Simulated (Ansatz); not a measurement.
# AgI (SMILES [Ag][I]): CCSD/def2-TZVPPD (core potential)

What is the electronic atomisation energy of AgI at CCSD/def2-TZVPPD (core potential)? 

Program for the calculation: Ansatz 0.2.0.

16 further runs of the same task are left out: 16 set aside as unsound or not needed.

## 1. Starting point

The species is AgI (2 atoms), meant as a singlet with charge 0. As SMILES, `[Ag][I]`. Geometry: the measured bond length.

Bond lengths: Ag1–I2 2.545 Å.

## 2. The energy at CCSD/def2-TZVPPD (core potential)

in.yaml

```yaml
crystal:
  periodic: [false, false, false]
  atoms:
    - {symbol: Ag, position_ang: [0.000000, 0.000000, 0.000000]}
    - {symbol: I, position_ang: [0.000000, 0.000000, 2.544621]}
basis:
  gaussian: {orbitals: def2-TZVPPD.json}
correlation: {method: ccsd, frozen_orbitals: {Ag: 0, I: 4}}
accuracy: high
scf: {omitted_lower_state_checks: [cluster_reference, increment]}
```

The basis set def2-TZVPPD is read from a file made from the Basis Set Exchange's data (not shown).

Started as:

```
$ ansatz run in.yaml --threads 1 --pin off --max-ram 3480MiB --events-out events.jsonl --progress --plain --runs-dir runs
```

Output, cut to the lines that bear on the results:

```text
Warning: RAYON_NUM_THREADS=1 ignored (pool sized by the plan → 1); use --threads N
Functional definition: HF
  name "HF"
[...]
1775 factors; integrals over basis functions are off by at most 3.4e-9 eV
[...]
mean field -12050.26824535 eV, -442.8391900515 hartree, gradient 3.8e-8 eV, S^2 0.000000; 0 other end points of the search recorded, 0 dependent functions left out
4 core orbitals not correlated: weight in the atoms' cores, before any rotation towards them, 1.000 or more for the frozen orbitals, at most 0.000 for the correlated occupied ones
reference -12050.26824535 eV, -442.8391900515 hartree; 18, 18 occupied and 93, 93 virtual orbitals, 1775 factors
second order -31.52193918 eV of doubles, -0.00000000 eV of singles
cycle   1  -29.07744193 eV  change     2.4e0 eV  update   1.1e-1
[...]
cycle  23  -29.83831020 eV  change    1.0e-9 eV  update   2.4e-9
Total energy: -12080.10655555 eV, -443.9357277263 hartree
Checks for a lower state left out: cluster_reference, increment
```

It took 15 s on 1 thread of Arm Neoverse V2, shared host; peak memory 0.68 GiB.

## 3. The Ag atom

run.yaml

```yaml
crystal:
  periodic: [false, false, false]
  atoms:
    - {symbol: Ag, position_ang: [0.000000, 0.000000, 0.000000]}
basis:
  gaussian: {orbitals: def2-TZVPPD.json}
magnetization: {spin_polarized: true, initial_magnetization: 1}
correlation: {method: ccsd, frozen_orbitals: {Ag: 0}}
accuracy: high
scf: {omitted_lower_state_checks: [cluster_reference, increment]}
```

The basis set def2-TZVPPD is read from a file made from the Basis Set Exchange's data (not shown).

Run the same way, it converges to -146.74009 Eh (log not shown).

## 4. The I atom at the same level

in.yaml

```yaml
crystal:
  periodic: [false, false, false]
  atoms:
    - {symbol: I, position_ang: [0.000000, 0.000000, 0.000000]}
basis:
  gaussian: {orbitals: def2-TZVPPD.json}
correlation: {method: ccsd, frozen_orbitals: {I: 4}}
magnetization: {spin_polarized: true, initial_magnetization: 1}
scf: {omitted_lower_state_checks: [cluster_reference, increment]}
accuracy: high
```

The basis set def2-TZVPPD is read from a file made from the Basis Set Exchange's data (not shown).

Run the same way, it converges to -297.10579 Eh (log not shown).

## 5. What came out

Level: CCSD/def2-TZVPPD (core potential), 4 core orbitals frozen.

| quantity | value |
| --- | --- |
| molecule: total energy | -443.93573 Eh |
| molecule: correlation energy (4 core orbitals frozen) | -1096.5 mEh |
| molecule: T1 diagnostic | 0.016 |
| Ag atom: total energy | -146.74009 Eh |
| Ag atom: correlation energy | -623.1 mEh |
| Ag atom: ⟨S²⟩ of the reference determinant | 0.752 |
| Ag atom: T1 diagnostic | 0.015 |
| I atom: total energy | -297.10579 Eh |
| I atom: correlation energy (4 core orbitals frozen) | -447.2 mEh |
| I atom: ⟨S²⟩ of the reference determinant | 0.760 |
| I atom: T1 diagnostic | 0.007 |
| electronic atomisation energy | 2.445 eV |

Taking the molecule apart into free atoms costs 2.44 eV (236 kJ/mol), before zero-point energy and without spin-orbit coupling.
